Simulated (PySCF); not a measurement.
**From one method to the next for PdF3⁺ (triplet)**

Starting from one script, swap the method and compare what comes out for PdF3⁺ (triplet).

The runs use PySCF 2.14.0; each script names its method and basis.

3 further runs of the same task are left out: 3 that didn't finish. Runs told in other sessions of the task aren't counted.

## Step 1: The system as given

PdF3⁺ (triplet): 4 atoms, charge 1, spin multiplicity 3.

Bond lengths: Pd1–F2 1.822 Å, Pd1–F3 1.821 Å, Pd1–F4 1.865 Å. Angles: F2–Pd1–F3 165.5°, F2–Pd1–F4 96.7°, F3–Pd1–F4 97.8°.

Coordinates:

| atom | x (Å) | y (Å) | z (Å) |
| --- | --- | --- | --- |
| Pd1 | 0.08100 | 0.14530 | 0.00000 |
| F2 | 1.77430 | -0.52710 | 0.00010 |
| F3 | -1.38830 | 1.22030 | -0.00010 |
| F4 | -0.80600 | -1.49570 | 0.00000 |

## Step 2: The run that the others are compared with

The input, input.py:

```python
from pyscf import gto, scf, mp

mol = gto.M(
    atom='Pd 0.081 0.1453 0; F 1.7743 -0.5271 0.0001; F -1.3883 1.2203 -0.0001; F -0.806 -1.4957 0',
    basis='def2-svp',
    ecp={'Pd': 'def2-svp'},
    charge=1,
    spin=2,
    verbose=4,
)
mf = scf.UHF(mol)
mf.level_shift = 0.3
mf = mf.newton()
mf.kernel()
mp.MP2(mf, frozen=3).kernel()
mf.dip_moment()
print('orbital energies (hartree):', [e[max(0, n-3):n+3].round(4) for e, n in zip(mf.mo_energy, mol.nelec)])
```

The run is started by

```sh
OMP_NUM_THREADS=1 python input.py
```

## Step 3: Gradient

Variant 1 changes step after the SCF: mp2 → gradient.

input.py: that of step 2 with these lines changed.

```diff
@@ -1,2 +1,2 @@
-from pyscf import gto, scf, mp
+from pyscf import gto, scf
 
@@ -14,3 +14,3 @@
 mf.kernel()
-mp.MP2(mf, frozen=3).kernel()
+mf.nuc_grad_method().kernel()
 mf.dip_moment()
```

## Step 4: Population analysis

Variant 2 changes step after the SCF: mp2 → analyze.

input.py: that of step 2 with these lines changed.

```diff
@@ -1,2 +1,2 @@
-from pyscf import gto, scf, mp
+from pyscf import gto, scf
 
@@ -14,3 +14,3 @@
 mf.kernel()
-mp.MP2(mf, frozen=3).kernel()
+mf.mulliken_pop()
 mf.dip_moment()
```

## Step 5: Lda,vwn (UKS)

Variant 3 changes functional: none (Hartree–Fock) → lda,vwn; SCF type: UHF → UKS; step after the SCF: mp2 → analyze.

input.py: that of step 2 with these lines changed.

```diff
@@ -1,2 +1,2 @@
-from pyscf import gto, scf, mp
+from pyscf import gto, dft
 
@@ -10,3 +10,3 @@
 )
-mf = scf.UHF(mol)
+mf = dft.UKS(mol, xc='lda,vwn')
 mf.level_shift = 0.3
@@ -14,3 +14,3 @@
 mf.kernel()
-mp.MP2(mf, frozen=3).kernel()
+mf.mulliken_pop()
 mf.dip_moment()
```

Q: Predict the outcome of this session. Wanted: for each run, E(SCF); from base; gap, α spin; after the SCF.

The runs gave:

| run | E(SCF) (hartree) | from base (eV) | cycles | gap, α spin (eV) | after the SCF |
| --- | --- | --- | --- | --- | --- |
| base | -424.512339 | 0 | 7 macro | 13.65 | MP2 correlation -22.136 eV, core frozen |
| gradient | -424.512339 | 0.0000 | 7 macro | 13.65 | n/a |
| population analysis | -424.512339 | 0.0000 | 7 macro | 13.65 | n/a |
| lda,vwn (UKS) | -424.570902 | not comparable | 6 macro | 1.54 | n/a |

Total energies of different functionals can't be compared with each other; differences within one functional can. The dearest run is “lda,vwn (UKS)”, at 39 s against 7.3 s.
